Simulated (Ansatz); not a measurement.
# Fe3Ge (Pm-3m) in Ansatz: reference runs, part 2 of 2

Ansatz 0.2.0. Earlier steps stand in the parts before.

## Step 3: Single point, PBEsol, collinear spin, ferromagnetic start (atoms moved at random, drawn with an rms of 0.05 Å)

Input file input.yaml:

```yaml
crystal:
  lattice:
    - [3.66050052, 0.0, 0.0]
    - [0.0, 3.66050052, 0.0]
    - [0.0, 0.0, 3.66050052]
  atoms:
    - { symbol: Ge, position: [-0.01765, 0.001191, 0.00897] }
    - { symbol: Fe, position: [0.5087, 0.008782, 0.508754], spin: 3.0 }
    - { symbol: Fe, position: [0.496635, 0.515485, 0.011532], spin: 3.0 }
    - { symbol: Fe, position: [0.004126, 0.493165, 0.500831], spin: 3.0 }
kpoints:
  mp_grid: { grid: [7, 7, 7] }
scf:
  occupations: { method: fermi_dirac, width: 0.05 }
hamiltonian:
  xc: pbesol
  pseudopotentials: { kind: all_electron, lapw: { basis_error: 0.001 } }
magnetization:
  spin_polarized: true
output:
  forces: true
  stress: true
  eigenvalues: true
  populations: true
```

Potentials or basis: all-electron LAPW, scalar-relativistic.

Started as:

```sh
$ ansatz run input.yaml --threads 4 --pin off --max-ram 12288MiB --backend cpu --events-out ev --progress --plain --runs-dir out
```

The log of the run:

```text
Warning: RAYON_NUM_THREADS=4 ignored (pool sized by the plan → 4); use --threads N
Ge: projections on atomic orbitals take those of the free atom 1s2 2s2 2p6 3s2 3p6 3d10 4s2 4p2, of charge +0.00 (hamiltonian.pseudopotentials.projection_atoms)
Fe: projections on atomic orbitals take those of the free atom 1s2 2s2 2p6 3s2 3p6 3d6 4s2, of charge +0.00 (hamiltonian.pseudopotentials.projection_atoms)
LAPW: plane waves up to 8.836 Å⁻¹, error target 1.0e-3 eV per atom; small_component_spin mean_spin; Fe in spheres of 1.259 Å, 16 of its electrons in bands, Dirac shells []; Ge in spheres of 1.255 Å, 22 of its electrons in bands, Dirac shells [] (how accurate: hamiltonian.pseudopotentials.lapw.basis_error, Limitations)
Engine: ansatz 0.2.0, aarch64-unknown-linux-gnu
Pseudopotentials: kind: all_electron
Pseudopotential: Ge, LAPW, valence charge 22, lapw/all_electron/scalar/gaussian/Ge, Koelling and Harmon's equation, gaussian nucleus
Pseudopotential: Fe, LAPW, valence charge 16, lapw/all_electron/scalar/gaussian/Fe, Koelling and Harmon's equation, gaussian nucleus
Functional definition: PBEsol
  exchange = pbesol_x
  correlation = pbesol_c
Crystal: 4 atoms, lattice volume = 49.048 Å³
Basis set: ecut = 297.46385464454124 eV, 587 PW (Γ), exchange–correlation at level 2
Bands: 48, of which v1, the nominal top of the filled ones, is band 35 counted from 1 (34 counted from 0)
Symmetry: 1 space group operations
Space group: P1 (ITA 1), of the structure as read, at distance tolerance 3.7e-5 Å
Magnetic group: BNS 1.1 (UNI 1), of the structure as read, at distance tolerance 3.7e-5 Å
k-points: 172 of 343 (time reversal used)
Non-local potential: Ge, projectors of the file, none
Non-local potential: Fe, projectors of the file, none
Initial density: superposition of atomic densities (chi_scale 0.1, normalization cell)
Starting moments: Σ|m| = 9 μB on 3 of 4 sites
Initial wavefunctions: plane waves of lowest kinetic energy (no species holds an atomic orbital)
Functional: x = pbesol(κ = 0.804, μ = 0.12345679012345678), c = pbesol(β = 0.046)
iter 1 solved again at ethr=1.27e-3 eV; its pass at ethr=1.00e-1 eV (dr2=8.89e-1 eV) is discarded
SCF iter   1: F=—  HF=-160882.972905 eV  |F-HF|=—  |Δ(HF+E_count)|=         —  Δρ=3.54e-2 (↑2.81e-2 ↓3.54e-2)  dr2=8.89e-1  dr2_m=3.70e-1  M=6.525 μB ∫|m|=6.867 μB  β_m=0.30  ethr=1.27e-3  ⟨swp⟩=2.1  Hψ=107367  notcnv=0
Mixer restart at iter 1: flushing history
preconditioner: auto → Kerker (q_TF=auto, 2.895 Å⁻¹)  [metal: Δε(μ)=0.001 eV  Ē_g=14.263 eV  σ=0.050 eV  W_gap=0.00  n_scr=18 (ndim 8)  ℏωp=32.7 eV  f_vac=0.000  D(μ)=3.82/eV (n_scr^D=32)]
spin=Collinear: Kerker preconditioning applied to the charge; magnetization (m = ρ↑ − ρ↓) channel mixes plain (no charge-response kernel on spin).
SCF iter   2: F=—  HF=-160882.785434 eV  |F-HF|=—  |Δ(HF+E_count)|=   1.87e-1  Δρ=2.57e-2 (↑2.03e-2 ↓2.57e-2)  dr2=5.10e-1  dr2_m=1.92e-1  M=6.469 μB ∫|m|=6.843 μB  β_m=0.64  ethr=1.27e-3  ⟨swp⟩=2.0  Hψ=48648  notcnv=0
SCF iter   3: F=—  HF=-160882.708669 eV  |F-HF|=—  |Δ(HF+E_count)|=   7.68e-2  Δρ=3.96e-3 (↑3.48e-3 ↓3.96e-3)  dr2=6.75e-2  dr2_m=4.46e-4  M=6.376 μB ∫|m|=6.840 μB  β_m=0.56  ethr=7.28e-4  ⟨swp⟩=2.6  Hψ=49620  notcnv=0
SCF iter   4: F=—  HF=-160882.642072 eV  |F-HF|=—  |Δ(HF+E_count)|=         —  Δρ=2.05e-3 (↑1.89e-3 ↓2.05e-3)  dr2=1.52e-2  dr2_m=8.85e-5  M=6.386 μB ∫|m|=6.855 μB  β_m=0.56  ethr=9.64e-5  ⟨swp⟩=2.0  Hψ=47618  notcnv=0
Mixer restart at iter 4: flushing history
the basis was enlarged: its passes take 1.8 MiB over the memory plan, 4 of 4 planned eigensolver slots
SCF iter   5: F=—  HF=-160882.645229 eV  |F-HF|=—  |Δ(HF+E_count)|=   3.16e-3  Δρ=1.66e-3 (↑1.66e-3 ↓1.54e-3)  dr2=1.26e-2  dr2_m=5.36e-5  M=6.391 μB ∫|m|=6.867 μB  β_m=0.61  ethr=2.18e-5  ⟨swp⟩=2.0  Hψ=45386  notcnv=0
[... 9 lines left out ...]
SCF iter  14: F=—  HF=-160882.643501 eV  |F-HF|=—  |Δ(HF+E_count)|=   8.12e-9  Δρ=1.79e-6 (↑1.79e-6 ↓1.74e-6)  dr2=8.73e-9  dr2_m=2.66e-11  M=6.393 μB ∫|m|=6.873 μB  β_m=0.73  ethr=1.44e-10  ⟨swp⟩=2.0  Hψ=45387  notcnv=0
SCF iter  15: F=-160882.643501 eV  HF=-160882.643501 eV  |F-HF|=1.91e-8  |Δ(HF+E_count)|=   5.70e-9  Δρ=1.89e-6 (↑8.78e-7 ↓1.89e-6)  dr2=6.66e-9  dr2_m=1.97e-10  M=6.393 μB ∫|m|=6.873 μB  ethr=1.25e-11  ⟨swp⟩=2.0  Hψ=45387  notcnv=0
SCF 1 converged in 15 iterations: F = -160882.643501 eV  dr2 = 6.66e-9
SCF converged after 15 iterations
Magnetization: 6.3927 μB (38.1963 up, 31.8037 down)
Absolute magnetization: 6.8730 μB (∫|ρ↑−ρ↓|)
Spin contamination: 0.1142 ħ² per cell (⟨S²⟩ above its minimum at these occupations)
Per-site moments (μB) at R_I (Å): [(-0.13792214405539838, 1.2554268216253215), (2.200837061699678, 1.2589824947254886), (2.2045777912669973, 1.2589824947254886), (2.214969766458225, 1.2589824947254886)]
Free energy (F): -160882.643501 eV
Harris-Foulkes:  -160882.643501 eV  (|F-HF|=1.91e-8)
Internal energy: -160882.615157 eV  (E = F + TS)
E sigma→0 (E₀):  -160882.629329 eV
Entropy (-TS):   -0.028344 eV (-7.086 meV/atom)
Fermi energy:    18.403044 eV
--- Per-component energies (eV) ---
  E_band       = -1518.705380
  E_kinetic    = 163480.336997
  E_xc         = -6600.596580
  E_electrostatic = -317762.355574  (all electrons and nuclei)
  E_smearing   = -0.028344  (= −TS)
  E_closure    = 0.000000  (closes the sum)
  E_atoms      = -160848.017351  (free atoms, spherical and without spin; not in F)
  Σ components = -160882.643501   (vs F -160882.643501, Δ=0.00e0)
  Basis errors (estimates in eV, not in F): energy 2.6e-4 per atom: plane waves 2.2e-4 (1.1e-4 summed), levels above the bands 7.3e-106, relativity 2.4e-8, radial functions 4.2e-5, core shells 3.5e-9; eigenvalues (radial functions only) 8.5e-7; not estimated: angular momenta, meshes, grids; target (lapw.basis_error) 1.0e-3; muffin-tin radii Fe 1.259 Å, Ge 1.255 Å
--- Forces (eV/Å), atoms counted from 1 ---
  atom   1  Ge     0.54619457     0.07672132    -0.12767296
  atom   2  Fe    -0.45772993    -0.07237970     0.01735543
  atom   3  Fe    -0.11067497    -0.32854094    -0.13284793
  atom   4  Fe     0.02221035     0.32419796     0.24316525
  max |Σ_I F_I| component: 1.35e-6 eV/Å
--- Stress (GPa, compression-positive) ---
      -11.038164       0.236369      -0.053899
        0.236369     -11.258890       0.078224
       -0.053899       0.078224     -11.095267
  P = ⅓ Tr σ = -11.1308 GPa (-111.308 kbar)
--- Band table (eV; the first three rows and the last of 344) ---
  k-point 0 ↑: bands = ["-145.1008", "-92.4101", "-92.4097", "-92.4087", "-69.7016", "-69.6497", "-69.6430", "-35.9746", "-35.9717", "-35.9703", "-35.8589", "-35.8551", "-35.8485", "-35.7499", "-35.7488", "-35.7485", "-6.3864", "-6.3860", "-6.3811", "-6.3807", "-6.3797", "6.1931", "12.7802", "14.0532", "14.0774", "14.3743", "14.3778", "14.3846", "16.2333", "16.2466", "16.2597", "16.9553", "16.9671", "17.1122", "17.2037", "17.2160", "17.7953", "18.0557", "18.0695", "18.0711", "21.3315", "24.8817", "24.9097", "27.7416", "27.7558", "27.7889", "30.9057", "30.9233"]
  k-point 1 ↑: bands = ["-145.1008", "-92.4101", "-92.4097", "-92.4087", "-69.6994", "-69.6504", "-69.6445", "-35.9688", "-35.9645", "-35.9623", "-35.8613", "-35.8550", "-35.8495", "-35.7607", "-35.7535", "-35.7526", "-6.3857", "-6.3826", "-6.3809", "-6.3803", "-6.3794", "6.4045", "12.8432", "13.7333", "14.2130", "14.3498", "14.3569", "14.4537", "15.9305", "15.9420", "16.1928", "16.4444", "16.9465", "16.9855", "17.2013", "17.2580", "17.6402", "18.0631", "18.5445", "18.5542", "21.9065", "24.8536", "25.5189", "27.2757", "27.2988", "27.3911", "30.1347", "30.3249"]
  k-point 2 ↑: bands = ["-145.1008", "-92.4101", "-92.4097", "-92.4087", "-69.6935", "-69.6542", "-69.6465", "-35.9542", "-35.9492", "-35.9365", "-35.8672", "-35.8575", "-35.8514", "-35.7897", "-35.7641", "-35.7628", "-6.3840", "-6.3806", "-6.3798", "-6.3788", "-6.3745", "6.9936", "12.2226", "13.4780", "14.2153", "14.2466", "14.6000", "14.6671", "15.7071", "15.7315", "15.9598", "16.0029", "16.6482", "16.9207", "16.9583", "16.9852", "17.3509", "18.0666", "19.7481", "19.7492", "22.2211", "24.7513", "25.6334", "25.7446", "25.8709", "28.6860", "28.9580", "30.8490"]
  k-point 171 ↓: bands = ["-145.1082", "-92.4200", "-92.4196", "-92.4186", "-67.1787", "-67.1571", "-67.1448", "-33.5226", "-33.5062", "-33.4988", "-33.4680", "-33.4210", "-33.4020", "-33.3805", "-33.2840", "-33.2664", "-6.4050", "-6.4041", "-6.4030", "-6.4024", "-6.3917", "8.0259", "11.6823", "14.5138", "15.0428", "15.5447", "16.4279", "16.6374", "17.0967", "17.2008", "17.4938", "18.2520", "18.5677", "18.6865", "18.8384", "19.2389", "19.4865", "19.8275", "21.2236", "21.4445", "22.6654", "24.1688", "25.2462", "26.9136", "28.6056", "28.7960", "31.0452", "31.3040"]
--- Löwdin populations: 4 sites ---
  site symbol       q [e]    m [muB]
     0     Ge     32.7211    -0.2617
     1     Fe     25.5711     2.2357
     2     Fe     25.5702     2.2396
     3     Fe     25.5681     2.2501
  spilling = 0.005178 (of n_electrons = 110.000000)
```

populations.tsv:

```text
# site	symbol	l	j	q_up	q_dn
# orbitals = lowdin
# n_electrons = 110.000000
# spilling = 0.005178
# projection_atom_Ge: 1s2 2s2 2p6 3s2 3p6 3d10 4s2 4p2
# projection_atom_Fe: 1s2 2s2 2p6 3s2 3p6 3d6 4s2
0	Ge	0_1S	-	0.999998	0.999997
0	Ge	0_2S	-	0.999879	0.999860
0	Ge	0_3S	-	0.997273	0.996798
0	Ge	0_4S	-	0.765747	0.738952
0	Ge	1_2P	-	2.999996	2.999996
0	Ge	1_3P	-	2.998865	2.998777
0	Ge	1_4P	-	1.469152	1.759401
0	Ge	2_3D	-	4.998808	4.997646
1	Fe	0_1S	-	0.999991	0.999991
1	Fe	0_2S	-	0.999514	0.999535
1	Fe	0_3S	-	0.988398	0.989069
1	Fe	0_4S	-	0.363474	0.365788
1	Fe	1_2P	-	2.999993	2.999996
1	Fe	1_3P	-	2.998297	2.998309
1	Fe	2_3D	-	4.553739	2.314985
2	Fe	0_1S	-	0.999991	0.999991
2	Fe	0_2S	-	0.999516	0.999537
2	Fe	0_3S	-	0.988447	0.989115
2	Fe	0_4S	-	0.363524	0.365632
2	Fe	1_2P	-	2.999993	2.999996
2	Fe	1_3P	-	2.998309	2.998324
2	Fe	2_3D	-	4.555124	2.312684
3	Fe	0_1S	-	0.999991	0.999991
3	Fe	0_2S	-	0.999518	0.999540
3	Fe	0_3S	-	0.988504	0.989167
3	Fe	0_4S	-	0.363756	0.365635
3	Fe	1_2P	-	2.999993	2.999996
3	Fe	1_3P	-	2.998330	2.998338
3	Fe	2_3D	-	4.558973	2.306332
```

It took 3.1 min on 4 threads of Arm Neoverse V2, shared host; peak memory 1.9 GiB.

Results:

- Free energy: -160882.6435 eV
- Pressure: -11.1 GPa
- Largest force: 0.566 eV/Å
- Band gap on the k mesh: none (metal or under the smearing width)
- Net moment: 6.39 μB per cell
- Absolute moment: 6.87 μB per cell
- Site moments: Ge -0.14; Fe +2.20, +2.21 μB
- Loewdin charges: Ge -0.72; Fe +0.43 e

Forces in eV/Å, atoms in the order of the input:
```
Ge   0.546  0.077 -0.128
Fe  -0.458 -0.072  0.017
Fe  -0.111 -0.329 -0.133
Fe   0.022  0.324  0.243
```

Caveat: the atomic charges don't sum to the cell's charge.
